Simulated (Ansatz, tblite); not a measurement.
**GeMe2H2 (C2H8Ge): a ladder of methods and basis sets**

An exercise on one series of results from a longer session: the logs are not shown, and one member is left open.

Method: as each input shows; program: Ansatz 0.2.0, Gaussian basis.

The runs, in order: GFN1-xTB, GFN2-xTB, PBE-D4/def2-TZVP, r2SCAN-D4/def2-TZVP, HSE06-D4/def2-TZVP, BHLYP-D4/def2-TZVP, BLYP-D4/def2-TZVP, PBE-QIDH/def2-TZVP, B3LYP-D4/def2-TZVP, CAM-B3LYP-D4/def2-TZVP, LDA/def2-TZVP, PBE-D4/def2-SVP, PBE0-D4/def2-SVP, CCSD(T)/def2-TZVPP, MP2/def2-TZVP, RPA/def2-TZVP.

### The structure

The singlet was relaxed beforehand with PBE-D4/def2-SVP.

11 atoms, charge 0, spin multiplicity 1.

Bond lengths: Ge1–C2 1.970 Å, Ge1–C6 1.970 Å, Ge1–H10 1.557 Å, Ge1–H11 1.557 Å, C2–H3 1.108 Å, C2–H4 1.108 Å, C2–H5 1.108 Å, C6–H7 1.107 Å, C6–H8 1.108 Å, C6–H9 1.108 Å. Angles: C2–Ge1–C6 110.4°, C2–Ge1–H10 109.6°, C2–Ge1–H11 109.6°, C6–Ge1–H10 109.6°, C6–Ge1–H11 109.6°, H10–Ge1–H11 107.9°, Ge1–C2–H3 110.7°, Ge1–C2–H4 110.3°, Ge1–C2–H5 110.3°, H3–C2–H4 108.5°, H3–C2–H5 108.5°, H4–C2–H5 108.5°, Ge1–C6–H7 110.7°, Ge1–C6–H8 110.3°, Ge1–C6–H9 110.3°, H7–C6–H8 108.5°, H7–C6–H9 108.5°, H8–C6–H9 108.5°.

PBE0-D4/def2-TZVP was run before; its log isn't repeated, and its numbers join the tables.

Set-up of the first run:

Tight binding, by tblite at 300 K electronic temperature and without a spin-polarisation term:

```python
tblite.interface.Calculator('GFN1-xTB', numbers, positions, charge=0, uhf=0).singlepoint()
```

Tight binding, by tblite at 300 K electronic temperature and without a spin-polarisation term:

```python
tblite.interface.Calculator('GFN2-xTB', numbers, positions, charge=0, uhf=0).singlepoint()
```

start.molden holds the orbitals of an earlier run on this state, given as this run's starting guess.

Contents of in.yaml:

```yaml
crystal:
  periodic: [false, false, false]
  atoms:
    - {symbol: Ge, position_ang: [-0.629506, -0.003343, -0.447557]}
    - {symbol: C, position_ang: [-0.650488, -0.001025, 1.522246]}
    - {symbol: H, position_ang: [-1.690577, 0.003689, 1.902706]}
    - {symbol: H, position_ang: [-0.130218, 0.896521, 1.911398]}
    - {symbol: H, position_ang: [-0.137516, -0.901774, 1.913628]}
    - {symbol: C, position_ang: [1.224074, 0.004141, -1.114450]}
    - {symbol: H, position_ang: [1.241757, 0.001488, -2.221800]}
    - {symbol: H, position_ang: [1.766706, -0.891547, -0.752526]}
    - {symbol: H, position_ang: [1.758042, 0.906732, -0.756862]}
    - {symbol: H, position_ang: [-1.381964, 1.251926, -0.979961]}
    - {symbol: H, position_ang: [-1.370322, -1.266819, -0.976824]}
basis:
  gaussian: {orbitals: def2-TZVP, initial_orbitals: start.molden}
hamiltonian: {xc: pbe, dispersion: d4}
scf: {omitted_lower_state_checks: [starts]}
output: {orbitals: {seedname: orbitals}}
```

Command:

```
$ ansatz run in.yaml --threads 4 --pin off --events-out ev --progress --plain --max-ram 3916MiB
```

Steps of the session up to this table: PBE-D4/def2-TZVP; r2SCAN-D4/def2-TZVP; HSE06-D4/def2-TZVP; BHLYP-D4/def2-TZVP; BLYP-D4/def2-TZVP; PBE-QIDH/def2-TZVP; B3LYP-D4/def2-TZVP; CAM-B3LYP-D4/def2-TZVP; LDA/def2-TZVP; PBE-D4/def2-SVP; PBE0-D4/def2-SVP; CCSD(T)/def2-TZVPP; MP2/def2-TZVP; RPA/def2-TZVP.

One of the session's tables, all rows but one given; the rest of the session is left out.

```
                method  binding an atom (eV)
          HF/def2-TZVP                 2.690
         HF/def2-TZVPP                 2.696
         LDA/def2-TZVP                 3.951
       PBE-D4/def2-SVP                 3.561
      PBE-D4/def2-TZVP                 3.550
     BLYP-D4/def2-TZVP                 3.499
   r2SCAN-D4/def2-TZVP                 3.540
    B3LYP-D4/def2-TZVP                 3.532
      PBE0-D4/def2-SVP                 3.546
     PBE0-D4/def2-TZVP                 3.528
    HSE06-D4/def2-TZVP                     ?
    BHLYP-D4/def2-TZVP                 3.476
CAM-B3LYP-D4/def2-TZVP                 3.546
         MP2/def2-TZVP                 3.418
       CCSD/def2-TZVPP                 3.459
    CCSD(T)/def2-TZVPP                 3.493
```

**Question.** Estimate the row for HSE06-D4/def2-TZVP.

**Answer.** binding an atom (eV): 3.529. In the column «binding an atom (eV)» it lies between PBE0-D4/def2-TZVP (3.528) and B3LYP-D4/def2-TZVP (3.532).

Among the levels timed on like hardware and quicker than the yardstick, those that no quicker one beats, quickest first: PBE-D4/def2-SVP (1.8 s, +0.068 eV); PBE-D4/def2-TZVP (2.4 s, +0.057 eV); PBE0-D4/def2-SVP (2.5 s, +0.052 eV); BLYP-D4/def2-TZVP (2.9 s, +0.006 eV).

To keep in mind: Free atoms were run apart at each level; binding is atoms less cluster, divided by the number of atoms, without zero-point or spin-orbit terms. CCSD(T)/def2-TZVPP isn't at the basis-set limit; small misses against it rank nothing.
